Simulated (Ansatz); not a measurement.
This script makes vertical spin-state energies of CH4F2OSi, SMILES O[SiH](F)CF with the Ansatz DFT code, driven from Python.

`ch4f2osi.py`:
```python
import logging
import sys
import warnings

import ansatz as az

logging.basicConfig(stream=sys.stdout, format="%(levelname)s %(message)s")
log = logging.getLogger("run")
log.setLevel(logging.INFO)

warnings.simplefilter("ignore", az.DeckWarning)

geometry_ang = [
    ("O", (-0.6533, 1.0279, 1.3925)),
    ("Si", (0.4703, 0.2747, 0.5139)),
    ("F", (1.3153, 1.4169, -0.2176)),
    ("C", (-0.1054, -0.87, -0.7723)),
    ("F", (-1.1091, -0.25, -1.554)),
    ("H", (-1.1901, 1.7508, 0.8647)),
    ("H", (1.3782, -0.4428, 1.472)),
    ("H", (-0.6308, -1.7307, -0.3236)),
    ("H", (0.6135, -1.2231, -1.3927)),
]
geometry = az.Crystal.molecule()
for symbol, xyz in geometry_ang:
    geometry = geometry.atom(symbol, xyz)

setup = (
    geometry.calculation()
    .basis(gaussian="def2-SVP")
    .correlation("mp2")
)
found = {}
for unpaired in [0, 2]:
    rep = setup.spin("collinear", total=unpaired).run(threads=1).report
    s = unpaired / 2
    found[unpaired] = rep["free_energy_ev"]
    log.info(f"2S+1 = {unpaired + 1}: E = {found[unpaired]:.5f} eV, <S^2> = {abs(rep['mean_field']['state']['spin_squared']):.3f} (pure state {s * (s + 1):.2f})")
lowest = min(found, key=found.get)
for unpaired, e in found.items():
    log.info(f"multiplicity {unpaired + 1}: {96.485332 * (e - found[lowest]):.1f} kJ/mol above the lowest")
```

Which spin state is lowest at this geometry, and how far above lie the others?

In order: multiplicity 1 (+0.00 eV) and multiplicity 3 (+8.46 eV), all at the one geometry.

What the script printed:

```console
$ python ch4f2osi.py
INFO 2S+1 = 1: E = -16419.23024 eV, <S^2> = 0.000 (pure state 0.00)
INFO 2S+1 = 3: E = -16410.77042 eV, <S^2> = 2.006 (pure state 2.00)
INFO multiplicity 1: 0.0 kJ/mol above the lowest
INFO multiplicity 3: 816.2 kJ/mol above the lowest
```

Total energies depend on the basis set; only differences at equal settings carry meaning. The geometry is a force-field or estimated start, not a minimum of this method, and the basis set is short of its limit. All parts are taken at fixed geometry, without zero-point energy. S² is that of the Hartree-Fock reference. Finished in 7.5 s on 1 thread of Intel(R) Xeon(R) Processor @ 2.30GHz, on a shared host, peak memory 0.33 GiB.
